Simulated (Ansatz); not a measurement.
# Si2AsH7: a ladder of functionals and wavefunction methods

An exercise on one series of results from a longer session: the logs are not shown, and one member is left open.

Computed with Ansatz 0.2.0, Gaussian basis. Level: functionals in def2-TZVPP, the program's frozen cores in correlated methods.

The runs, in order: LDA (SPW92), PBE-D4, revPBE-D4, BLYP-D4, r2SCAN-D4, B97M-V, PBE0-D4, B3LYP-D4, r2SCANh-D4, r2SCAN0-D4, HSE06-D4, BHLYP-D4, CAM-B3LYP-D4, LC-ωPBE, ωB97X-V, ωB97M-V, B2PLYP, PBE-QIDH; CCSD(T)/def2-SVP; CCSD(T)/def2-TZVPP; MP2/def2-QZVPP; extrapolation to the limit; RPA on PBE.

### The relaxed structure

The geometry comes from an earlier relaxation with PBE0-D4 in a triple-zeta def2 set; it is a stationary point, not always the lowest conformer.

SMILES `[SiH3][AsH][SiH3]`, 10 atoms, charge 0, spin multiplicity 1.

Atoms are counted from 1 here; the program's logs count them from 0.

Bond lengths: Si1–As2 2.360 Å, Si1–H4 1.486 Å, Si1–H5 1.486 Å, Si1–H6 1.487 Å, As2–Si3 2.360 Å, As2–H7 1.524 Å, Si3–H8 1.486 Å, Si3–H9 1.486 Å, Si3–H10 1.487 Å. Angles: As2–Si1–H4 107.6°, As2–Si1–H5 108.9°, As2–Si1–H6 113.2°, H4–Si1–H5 109.0°, H4–Si1–H6 109.0°, H5–Si1–H6 109.1°, Si1–As2–Si3 93.2°, Si1–As2–H7 92.8°, Si3–As2–H7 92.8°, As2–Si3–H8 107.6°, As2–Si3–H9 108.9°, As2–Si3–H10 113.2°, H8–Si3–H9 109.0°, H8–Si3–H10 109.0°, H9–Si3–H10 109.1°.

The first run:

Contents of in.yaml:

```yaml
crystal:
  periodic: [false, false, false]
  atoms:
    - {symbol: Si, position_ang: [-1.059926, 0.881150, -1.025995]}
    - {symbol: As, position_ang: [0.761355, -0.616339, -1.136800]}
    - {symbol: Si, position_ang: [0.753854, -1.008186, 1.190902]}
    - {symbol: H, position_ang: [-2.288308, 0.077959, -0.791257]}
    - {symbol: H, position_ang: [-1.184501, 1.585921, -2.328338]}
    - {symbol: H, position_ang: [-0.925772, 1.887274, 0.060217]}
    - {symbol: H, position_ang: [1.786272, 0.504901, -1.019816]}
    - {symbol: H, position_ang: [-0.410206, -1.880602, 1.495736]}
    - {symbol: H, position_ang: [2.003357, -1.721072, 1.563528]}
    - {symbol: H, position_ang: [0.647076, 0.237894, 1.994723]}
basis:
  gaussian: {orbitals: def2-TZVPP}
hamiltonian: {xc: lda}
output: {orbitals: {seedname: orbitals}}
```

Run with:

```
> ansatz run in.yaml --threads 4 --pin off --events-out ev --progress --plain --max-ram 10444MiB
```

Steps of the session up to this table: LDA; PBE-D4 (GGA); revPBE-D4 (GGA); BLYP-D4 (GGA); r2SCAN-D4 (meta-GGA); B97M-V (meta-GGA); PBE0-D4 (hybrid); B3LYP-D4 (hybrid); r2SCANh-D4 (hybrid); r2SCAN0-D4 (hybrid); HSE06-D4 (hybrid); BHLYP-D4 (hybrid); CAM-B3LYP-D4 (range-separated); LC-ωPBE (range-separated); ωB97X-V (range-separated); ωB97M-V (range-separated); B2PLYP (double hybrid); PBE-QIDH (double hybrid).

One table of the session follows, with a row left open; its other results are not shown here.

It belongs to the step «Frontier levels by functional». 

```
  functional  HOMO (eV)  gap (eV)
 LDA (SPW92)      -6.52      5.37
      PBE-D4      -6.41      5.51
   revPBE-D4      -6.37      5.57
     BLYP-D4      -6.25      5.49
   r2SCAN-D4      -6.66      6.09
      B97M-V          ?         ?
     PBE0-D4      -7.43      7.34
    B3LYP-D4      -7.22      6.93
  r2SCANh-D4      -7.03      6.74
  r2SCAN0-D4      -7.59      7.70
    HSE06-D4      -7.04      6.58
    BHLYP-D4      -8.30      9.06
CAM-B3LYP-D4      -8.62      9.49
     LC-ωPBE      -9.90     11.87
     ωB97X-V      -9.59     11.44
     ωB97M-V      -9.46     10.99
```

**Question.** Estimate the row for B97M-V.

The run gave: HOMO (eV): -6.76; gap (eV): 6.04. In the column «HOMO (eV)» it lies between r2SCANh-D4 (-7.03) and r2SCAN-D4 (-6.66).
